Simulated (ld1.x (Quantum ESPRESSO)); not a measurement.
# Changing the settings of a TM potential for Sn, part 2 of 2

Aim: generate and test one potential in full, then change one design choice at a time and see what happens to hardness, ghosts and transferability.

ld1.x (Quantum ESPRESSO) 7.5; first potential PBEsol, scalar-relativistic. Earlier steps stand in the parts before.

## Step 5: Cutoff and ghost test in a Bessel basis

This step uses the generator's waves and projectors in a separate script. Basis: spherical Bessel functions vanishing at 20 bohr, q² up to the cutoff; potential fixed at the reference.

All-electron valence levels (Ry): 5s -0.7787, 5p -0.2726. The lowest levels of each channel (Ry) by cutoff; the last column sums, over occupied levels, occupation times the distance from the level at 400 Ry. A positive value at high cutoff is not a bound level.

| cutoff (Ry) | s #1 | s #2 | p #1 | p #2 | d #1 | f #1 | Σ f·Δε (mRy) |
| --- | --- | --- | --- | --- | --- | --- | --- |
| 8 | -34.0405 | -0.7500 | -0.7307 | -0.2378 | 0.0502 | 0.1057 | 127.8 |
| 15 | -40.0371 | -0.7565 | -8.0020 | -0.2726 | 0.0501 | 0.1057 | 45.2 |
| 21 | -40.4610 | -0.7614 | -9.7073 | -0.2726 | 0.0498 | 0.1057 | 35.4 |
| 35 | -41.0569 | -0.7749 | -10.2445 | -0.2728 | 0.0494 | 0.1057 | 8.2 |
| 50 | -41.2152 | -0.7764 | -10.3048 | -0.2728 | 0.0493 | 0.1057 | 5.0 |
| 70 | -41.2320 | -0.7779 | -10.3093 | -0.2728 | 0.0493 | 0.1057 | 2.0 |
| 90 | -41.2455 | -0.7783 | -10.3113 | -0.2728 | 0.0493 | 0.1057 | 1.2 |
| 100 | -41.2584 | -0.7785 | -10.3113 | -0.2728 | 0.0493 | 0.1057 | 0.7 |
| 120 | -41.2664 | -0.7786 | -10.3114 | -0.2728 | 0.0493 | 0.1057 | 0.6 |
| 400 | -41.2875 | -0.7789 | -10.3116 | -0.2728 | 0.0493 | 0.1057 | 0.0 |

The sum stays within 10 mRy from 35 Ry and within 1 mRy from 100 Ry. The sum leaves out empty levels, which can need more. Ghost test: ghost states, bound below the all-electron valence or empty levels of the same l: s at -561.7 eV, p at -140.3 eV.

## Step 6: Variant: core correction Bessel-smoothed model core inside 1.66 bohr …

In full, the change is: core correction Bessel-smoothed model core inside 1.66 bohr (was Bessel-smoothed model core inside 1.50 bohr).

Contents of Sn.in:

```
 &input
   title='Sn', zed=50., rel=1, dft='PBESOL', iswitch=3,
   config='[Kr] 4d10 5s2 5p2 5d-2',
   nld=3, rlderiv=2.75, eminld=-3.0, emaxld=5.0, deld=0.02
 /
 &inputp
   pseudotype=2, tm=.true., lloc=2,
   nlcc=.true., new_core_ps=.true., rcore=1.66,
   file_pseudopw='Sn.UPF', file_wfcaegen='ae.wfc', file_wfcncgen='nc.wfc', file_beta='beta', file_chi='chi'
 /
3
5S  1  0   2.00   0.00  1.55  1.55  0.0
5P  2  1   2.00   0.00  2.55  2.55  0.0
5D  3  2  -2.00  -0.10  2.45  2.45  0.0
 &test
   configts(1)='5s2 5p2'
 /
```

Run with:

```bash
$ ld1.x < Sn.in > Sn.out
```

Output in Sn.out (without the banner and most projector matrices):

```text
     Program LD1 v.7.5
     [... all-electron run as in step 2 ...]


     --------------------- Generating NC pseudopotential ---------------------

      Generating local pot.: lloc=2, matching radius rcloc =   2.4500

      Computing core charge for nlcc:

       r > 1.67 : true rho core
      Core charge pseudized with two Bessel functions
      Integrated core pseudo-charge :  14.62

      Wfc   5S  rcut= 1.550  Using Troullier-Martins method

      Wfc   5P  rcut= 2.555  Using Troullier-Martins method

     ------------------- End of pseudopotential generation -------------------

     [... all-electron run as in step 2 ...]


     Computing logarithmic derivative in   2.73668
     Computing logarithmic derivative in   2.73668
     Computing the partial wave expansion
     R is outside the sphere for l=    0 j= 0.00
     R is outside the sphere for l=    1 j= 0.00
       no projector for channel:   2

     ---------------------- Testing the pseudopotential ----------------------

     Sn
     scalar relativistic calculation

     atomic number is 50.00   valence charge is  4.00
     dft =PBESOL   lsd =0 sic =0 latt =0  beta=0.20 tr2=1.0E-14
     mesh =1243 r(mesh) = 100.78374 xmin = -7.00 dx = 0.01250

     n l     nl             e AE (Ry)        e PS (Ry)    De AE-PS (Ry)
     1 0     5S   1( 2.00)       -0.77871       -0.77871       -0.00001
     2 1     5P   1( 2.00)       -0.27257       -0.27257        0.00000

     eps = 4.9E-16  iter =  4

     Etot =  -12348.908598 Ry,   -6174.454299 Ha, -168015.460795 eV
     Etotps =   -30.589878 Ry,     -15.294939 Ha,    -416.196493 eV

     Ekin =       2.191505 Ry,       1.095753 Ha,      29.816951 eV
     Encl =     -10.177307 Ry,      -5.088654 Ha,    -138.469320 eV
     Ehrt =       5.166752 Ry,       2.583376 Ha,      70.297239 eV
     Ecxc =     -26.193748 Ry,     -13.096874 Ha,    -356.384092 eV
     (Ecc =     -23.679185 Ry,     -11.839592 Ha,    -322.171724 eV)
     Epseu=      -1.577080 Ry,      -0.788540 Ha,     -21.457271 eV

     ---------------------- End of pseudopotential test ----------------------
```

Wall time 1.7 s (1 thread, shared host). (Generation and the later configuration tests together.)

The test run was repeated on this file; only its results are given.

Excitation and ionisation energies from 5s2 5p2, with the error of the potential.

| valence configuration | charge | ΔE all-electron (eV) | error AE − PS (meV) |
| --- | --- | --- | --- |
| 5s2 5p1 | +1 | 6.898 | -12 |
| 5s2 5p0 | +2 | 20.869 | -72 |
| 5s1 5p0 | +3 | 51.884 | -378 |
| 5s1 5p2 | +1 | 14.585 | -60 |
| 5s2 5p2.3 | -0.3 | -0.852 | -0.1 |
| 5s2 5p1.5 | +0.5 | 2.626 | -2.4 |
| 5s0 5p4 | 0 | 14.247 | -101 |

Compared with the first run, the loose cutoff stays at 35 Ry, the largest test error goes from -379 to -378 meV and a bound ghost remains (s, p). The cutoff and ghost tests hold the potential at its reference, so a core or compensation setting can't move them.

## Step 7: Results

The summary covers parts 1 to 2.

Cutoffs, loose and tight: the cutoffs (Ry, on a coarse ladder) from which the occupation-weighted sum of valence levels, in a spherical-Bessel basis at the reference potential, stays within 10 and 1 mRy of its value at 400 Ry; empty and scattering waves don't count. The number of plane waves in a given cell goes as the cutoff to the power 3/2; it is given for the loose cutoff, relative to the first potential. Test errors are all-electron less pseudo; runs with another core, reference, functional or relativity have tests of their own. The phase difference is the largest within 1 Ry of zero, over the channels with partial waves. A dash means not determined. The table holds 10 more runs of the series, not printed above.

| change | outcome | cutoff, loose | cutoff, tight | plane waves, relative | bound ghosts | largest test error (meV) | phase difference near zero (rad) |
| --- | --- | --- | --- | --- | --- | --- | --- |
| first potential | generated | 35 Ry | 100 Ry | 1.00 | s, p | -379 | 2.770 |
| core correction Bessel-smoothed model core inside 1.66 bohr (was Bessel-smoothed model core inside 1.50 bohr) | generated | 35 Ry | 100 Ry | 1.00 | s, p | -378 | 2.770 |
| functional PBE | generated | 35 Ry | 100 Ry | 1.00 | s, p | -361 | 2.729 |
| fully relativistic | generated | 35 Ry | 100 Ry | 1.00 | s, p1/2, p3/2 | -369 | 2.770 |
| local potential the p channel | generated | 35 Ry | 100 Ry | 1.00 | d | -332 | 0.130 |
| waves 5p (bound): rc 3.38 bohr | generated | 35 Ry | 100 Ry | 1.00 | s, p | -460 | 2.447 |
| waves 5d channel at -0.1 Ry: rc 2.14 bohr | generated | 35 Ry | 100 Ry | 1.00 | s, p | -90 (1 test unsolved) | 3.088 |
| waves 5d channel at -0.15 Ry: rc 2.45 bohr | generated | 35 Ry | 100 Ry | 1.00 | s, p | -368 | 2.988 |
| type ultrasoft; waves now 5s (bound): rcut 1.35, rcutus 1.55 bohr; 5s channel at 0.95 Ry: rcut 1.35, rcutus 1.55 bohr; 5p (bound): rcut 2.20, rcutus 2.55 bohr; 5p channel at 0.05 Ry: rcut 2.20, rcutus 2.55 bohr; 5d channel at -0.1 Ry: rcut 2.15, rcutus 2.45 bohr; 5d channel at 1.8 Ry: rcut 2.15, rcutus 2.45 bohr; local potential all-electron potential smoothed inside 1.90 bohr (lloc = -1); augmentation PSQ, inside the norm-conserving radii | failed: chargeps: negative rho | – | – | – | – | – | – |
| all radii scaled by 1.23 (s 1.90, p 3.14, d 3.02 bohr) | generated | 18 Ry | 30 Ry | 0.37 | s, p | -546 | 0.117 |
| core [Kr], valence charge 14; reference 4d10 5s2 5p2; waves now 5s (bound): rc 1.90 bohr; 5p (bound): rc 2.45 bohr; 4f channel at -0.05 Ry: rc 2.55 bohr; 4d (bound): rc 1.25 bohr; core correction a·sin(br)/r model core inside 0.95 bohr (was Bessel-smoothed model core inside 1.50 bohr) | generated | 100 Ry | 160 Ry | 4.83 | s, p | -83 (1 test unsolved) | 0.009 |
| waves 5s (bound): rc 1.16 bohr | generated | over 300 Ry | over 300 Ry | – | s, p | -351 (4 tests unsolved) | 3.108 |

In words: The softest is the variant "all radii scaled by 1.23 (s 1.90, p 3.14, d 3.02 bohr)", at 18 Ry, though it has a bound ghost; the highest cutoff read, 100 Ry, costs 13.1 times the plane waves. 11 of the 11 potentials written have a bound ghost. 1 of the changes stops the generator.

The first potential by itself. A bound ghost (s, p) makes it unfit for use: electrons can fall into a state that the atom doesn't have. By total energies transferability is poor: the largest error is 379 meV on 51.9 eV, for 5s1 5p0. That test lies far up in energy; among those under 40 eV, nearer to bonding, the largest error is 101 meV. The potential is soft on the atom at that tolerance: the looser tolerance needs 35 Ry. The tighter tolerance needs 100 Ry, and converged work needs a cutoff nearer that. The slowest occupied level is 5s: taken alone it needs 80 Ry to come within 1 mRy, against 12 Ry for 5p.
